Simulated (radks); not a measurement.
# Te³⁷⁺ in [Ne] 3s2 3p3: an all-electron calculation

Aim: the levels, the sizes of the orbitals and the parts of the energy of the tellurium ion Te37+.

Method: scalar-relativistic Kohn-Sham, Wu-Cohen GGA, spin-polarised, spherical densities, finite nucleus; open shells are filled with parallel spins first. Code: radks (a radial shooting solver on a logarithmic mesh, Libxc functionals) version 1.

### 1 What is computed

* element: tellurium (Z = 52)
* charge: +37
* electrons: 15
* configuration: [Ne] 3s2 3p3
* nuclear rms radius: 4.7423 fm

The outer shells:

Te³⁷⁺
```
[Ne] core
3s [↑↓]
3p [↑ ][↑ ][↑ ]
```

### 2 Self-consistent calculation

Settings of this run:

```text
Z 52
configuration [Ne] 3s2 3p3 4s0 3d0 4p0 4f0
relativity scalar-relativistic
functional wc,pbe
spin polarised
nucleus finite rms 4.7423 fm
c 137.035999084
```

Q: Predict the outcome of this run.

**Answer**, as computed:

```
                        quantity                      value
                    total energy        -5643.69141 hartree
exchange-correlation share of it                     1.84 %
                            −T/E                     1.0563
          highest occupied level          3p up, -2547.1 eV
    most extended occupied level  3s down, <r> = 0.289 bohr
 radius at density 0.001 e/bohr³                 0.804 bohr
    maxima of the radial density                          3
         ionisation energy, NIST           2552 (theory) eV
```

**Reading.** The radial density shows 3 maxima for 3 occupied principal shells. −T/E is 1.056: with relativity the kinetic term as defined here no longer equals −E. The top level binds by 2547.1 eV, 100 % of the NIST ionisation energy of 2552 eV. Open shells are spherical and high-spin; term and fine-structure splittings are not resolved. Spin-orbit splitting is averaged out at the scalar-relativistic level.
